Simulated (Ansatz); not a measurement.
**Antimony, hcp under LDA: from relaxation to bulk modulus**

The plan for antimony in the hcp structure: relax it, solve it on a dense k-mesh, switch on spin-orbit coupling, then scale the cell to 7 volumes from 88 to 112 % of the relaxed one and try a fit of the equation of state. The k-meshes are 11×11×6 for the relaxation; 18×18×10 for the dense run; 11×11×6 for spin-orbit coupling; 12×12×7 for the volumes.

Program: Ansatz 0.2.0. Level of theory: DFT LDA (PW92), plane waves (420 eV) with PAW, scalar-relativistic; the PAW data stem from PBE, with regenerated cores. These are calculated values, not measurements.

## Step 1: Starting point

The structure is hexagonal, space group P6_3/mmc (No. 194). The conventional cell has a = 3.375 Å, b = 3.375 Å, c = 5.511 Å, α = 90.00°, β = 90.00°, γ = 120.00°. Sb (site symmetry -6m2) has 12 Sb at 3.37 Å as nearest neighbours.

Structure file:

```cif
data_structure
_symmetry_space_group_name_H-M 'P 1'
_symmetry_Int_Tables_number 1
_cell_length_a 3.3750
_cell_length_b 3.3750
_cell_length_c 5.5113
_cell_angle_alpha 90.000
_cell_angle_beta 90.000
_cell_angle_gamma 120.000
_cell_volume 54.37
loop_
_atom_site_label
_atom_site_type_symbol
_atom_site_fract_x
_atom_site_fract_y
_atom_site_fract_z
_atom_site_occupancy
Sb1 Sb 0.33333 0.66667 0.25000 1
Sb2 Sb 0.66667 0.33333 0.75000 1
```

## Step 2: Relaxing cell and atoms

The input, input.yaml:

```yaml
crystal:
  lattice:
    - [3.3749600568, 0.0, 0.0]
    - [-1.6874800284, 2.922801146, 0.0]
    - [0.0, 0.0, 5.5113097728]
  atoms:
    - { symbol: Sb, position: [0.3333333333, 0.6666666667, 0.25] }
    - { symbol: Sb, position: [0.6666666667, 0.3333333333, 0.75] }
hamiltonian:
  xc: lda
  pseudopotentials:
    kind: paw
    azcp:
      Sb: "pseudopotentials/Sb.paw.azcp"
basis:
  ecutwfc: 420
  fft_grid_basis: typed
kpoints:
  mp_grid: { grid: [11, 11, 6], shift: [0, 0, 0] }
magnetization:
  spin_polarized: false
scf:
  occupations: { method: fermi_dirac, width: 0.1 }
relax:
  max_steps: 60
  f_tol: 0.01
  cell: {}
```

The runs that follow: Single point on a dense mesh; Spin-orbit coupling switched on; The cell scaled to 88 % of its volume; The cell scaled to 92 % of its volume; The cell scaled to 96 % of its volume; The cell scaled to 100 % of its volume; The cell scaled to 104 % of its volume; The cell scaled to 108 % of its volume; The cell scaled to 112 % of its volume.

What does the calculation give? Wanted: space group; conventional cell; volume; shortest distance; gap on the mesh; relative to A7 rhombohedral; V₀, B₀, B₀′.

The runs gave:

| quantity | value |
| --- | --- |
| space group (spins left aside) | P6_3/mmc (No. 194) |
| conventional cell | a = 3.296 Å, c = 5.449 Å (c/a = 1.653) |
| volume | 25.628 Å³/atom |
| shortest distance | 3.296 Å |
| gap on the mesh | none (levels filled in part) |
| relative to A7 rhombohedral | +243 meV/atom |
| V₀, B₀, B₀′ | 25.701 Å³/atom, 70 GPa, 4.4 |

What this shows: The relaxation shrank the cell by 5.7 % in volume. It lies 243 meV/atom above the element's reference form at the same level (A7 rhombohedral, from a run of its own), so it is far from stable. Levels at the Fermi energy are filled in part, as in a metal. The total energy of the spin-orbit run lies -2.3 eV/atom from the scalar one, but the two kinds of run don't share a zero of energy: only differences within one kind count. The fitted modulus is 70 GPa; letting shape and positions relax at each volume could only lower it. Relaxation kept the symmetry; phonons were not checked.
